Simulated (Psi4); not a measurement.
# GeH3Cl (chlorogermane): BP86/pcseg-2 (sweep point 3)

What is the vertical electron affinity of GeH3Cl (chlorogermane) at BP86/pcseg-2 (sweep point 3)? 

The results are computed with Psi4 1.11.

**1. The system as given**

GeH3Cl: 5 atoms, total charge 0, spin state singlet. As SMILES, `[Cl][GeH3]`. The coordinates come from a PBE0-D4/def2-TZVP relaxation.

Bond lengths: Cl1–Ge2 2.155 Å, Ge2–H3 1.532 Å, Ge2–H4 1.532 Å, Ge2–H5 1.532 Å. Angles: Cl1–Ge2–H3 107.1°, Cl1–Ge2–H4 107.1°, Cl1–Ge2–H5 107.1°, H3–Ge2–H4 111.7°, H3–Ge2–H5 111.7°, H4–Ge2–H5 111.7°.

**2. The energy at BP86/pcseg-2 (sweep point 3)**

Contents of job.in:

```
memory 1.6 GB

molecule system {
  0 1
  Cl    -3.54474826    -0.04743213     1.21188136
  Ge     0.30575769    -0.02626719    -0.11451740
  H      0.30311207     1.24003828    -2.71761514
  H      1.16974047    -2.78488939    -0.26569549
  H      1.86043537     1.47946658     1.80790098
  units bohr
  symmetry c1
}

set {
  basis                pcseg-2
  puream               true
  scf_type             pk
  dft_radial_points    99
  dft_spherical_points 590
}

result = energy('bp86')
print_variables()
```

Run with:

```console
$ psi4 job.in job.out -n 1
```

job.out:

```text
[...]
  Running in c1 symmetry.
[...]
  Nuclear repulsion =  176.393822154375727
[...]
  Multiplicity = 1
[...]
  Nalpha       = 26
  Nbeta        = 26
[...]
    Number of basis functions: 119
[...]
   @RKS iter   1: -2538.00792631242984   -1.62232e+00   1.89110e-02 DIIS/ADIIS
[...]
   @RKS iter   9: -2539.42211824827064   -1.63554e-07   4.18601e-07 DIIS
[...]
    Orbital Energies [Eh]
    ---------------------
    Doubly Occupied:
       1A   -397.111157     2A   -100.698439     3A    -49.149573
       4A    -43.756916     5A    -43.755411     6A    -43.755410
       7A     -9.173017     8A     -6.993682     9A     -6.986453
      10A     -6.986453    11A     -5.997418    12A     -4.216711
      13A     -4.211867    14A     -4.211867    15A     -1.125669
      16A     -1.122683    17A     -1.122682    18A     -1.119286
      19A     -1.119286    20A     -0.745743    21A     -0.523694
      22A     -0.347073    23A     -0.344794    24A     -0.344784
      25A     -0.277037    26A     -0.277034
[...]
  @RKS Final Energy: -2539.42211824827064
   => Energetics <=
    Nuclear Repulsion Energy =            176.3938221543757265
    One-Electron Energy =               -3884.2176436116333207
    Two-Electron Energy =                1277.1516508691540821
    DFT Exchange-Correlation Energy =    -108.7499476601671091
    Empirical Dispersion Energy =           0.0000000000000000
    VV10 Nonlocal Energy =                  0.0000000000000000
    Total Energy =                      -2539.4221182482706354
[...]
 Multipole Moments:
 ------------------------------------------------------------------------------------
     Multipole            Electronic (a.u.)      Nuclear  (a.u.)        Total (a.u.)
 ------------------------------------------------------------------------------------
 L = 1.  Multiply by 2.5417464519 to convert [e a0] to [Debye]
 Dipole X            :          2.3313989           -1.6106043            0.7207947
 Dipole Y            :          0.0127106           -0.0087801            0.0039306
 Dipole Z            :         -0.8033868            0.5550220           -0.2483648
 Magnitude           :                                                    0.7623946
[...]
```

Wall time 11 s (1 thread of Intel Xeon 6975P-C (Granite Rapids), shared host); peak memory 0.78 GiB.

**3. The doublet anion, same level**

Contents of input.in:

```
memory 1.6 GB

molecule mol {
  -1 2
  Cl    -3.54474826    -0.04743213     1.21188136
  Ge     0.30575769    -0.02626719    -0.11451740
  H      0.30311207     1.24003828    -2.71761514
  H      1.16974047    -2.78488939    -0.26569549
  H      1.86043537     1.47946658     1.80790098
  units au
  symmetry c1
}

set {
  basis pcseg-2
  reference uks
  puream true
  scf_type pk
  dft_radial_points 99
  dft_spherical_points 590
  maxiter 150
}

energy("bp86")
print_variables()
```

Run with:

```console
$ psi4 -n 1 input.in input.out
```

input.out:

```text
[...]
  Running in c1 symmetry.
[...]
  Nuclear repulsion =  176.393822154375727
[...]
  Multiplicity = 2
[...]
  Nalpha       = 27
  Nbeta        = 26
[...]
    Number of basis functions: 119
[...]
   @UKS iter   1: -2537.67185282257242   -1.28624e+00   1.98227e-02 DIIS/ADIIS
[...]
   @UKS iter  11: -2539.38585612436873   -5.23701e-08   2.71873e-07 DIIS
[...]
   @S^2 Observed:                7.508159841E-01
[...]
    Orbital Energies [Eh]
    ---------------------
    Alpha Occupied:
       1A   -396.882082     2A   -100.482402     3A    -48.921606
       4A    -43.528782     5A    -43.527460     6A    -43.527459
       7A     -8.959605     8A     -6.778826     9A     -6.773685
      10A     -6.773685    11A     -5.769862    12A     -3.988705
      13A     -3.984784    14A     -3.984784    15A     -0.898725
      16A     -0.896133    17A     -0.896133    18A     -0.893252
      19A     -0.893252    20A     -0.541553    21A     -0.315859
      22A     -0.143879    23A     -0.143872    24A     -0.143708
      25A     -0.080179    26A     -0.080176    27A      0.122288
    Alpha Virtual:
[...]
  @UKS Final Energy: -2539.38585612436873
   => Energetics <=
    Nuclear Repulsion Energy =            176.3938221543757265
    One-Electron Energy =               -3895.5127969187878989
    Two-Electron Energy =                1288.6951355910032362
    DFT Exchange-Correlation Energy =    -108.9620169509597787
    Empirical Dispersion Energy =           0.0000000000000000
    VV10 Nonlocal Energy =                  0.0000000000000000
    Total Energy =                      -2539.3858561243687291
[...]
 Multipole Moments:
 ------------------------------------------------------------------------------------
     Multipole            Electronic (a.u.)      Nuclear  (a.u.)        Total (a.u.)
 ------------------------------------------------------------------------------------
 L = 1.  Multiply by 2.5417464519 to convert [e a0] to [Debye]
 Dipole X            :          1.1133170           -1.6106043           -0.4972872
 Dipole Y            :          0.0060002           -0.0087801           -0.0027799
 Dipole Z            :         -0.3837826            0.5550220            0.1712393
 Magnitude           :                                                    0.5259517
[...]
```

Run time: 18 s. Hardware: 1 thread of Intel Xeon 6975P-C (Granite Rapids), shared host; peak memory 0.78 GiB.

**4. Summary of results**

At BP86/pcseg-2 (sweep point 3):

| quantity | value |
| --- | --- |
| singlet GeH3Cl: total energy | -2539.42212 Eh |
| singlet GeH3Cl: dipole moment | 1.94 D |
| singlet GeH3Cl: HOMO energy | -7.54 eV |
| singlet GeH3Cl: LUMO energy | -1.42 eV |
| singlet GeH3Cl: HOMO–LUMO gap | 6.12 eV |
| doublet anion: total energy | -2539.38586 Eh |
| doublet anion: HOMO energy (highest over α and β) | 3.33 eV |
| doublet anion: LUMO energy (lowest over α and β) | 3.94 eV |
| doublet anion: ⟨S²⟩ | 0.751 |
| vertical electron affinity (to the doublet anion) | -0.987 eV |

The anion lies 0.99 eV (22.8 kcal/mol) above the neutral: the electron isn't bound at this level, and such a value depends on the basis. Without diffuse functions anions come out too high. The HOMO (doublet anion) lies at positive energy, 3.33 eV, as semi-local functionals often give for anions; only total energies tell whether the electron is bound.
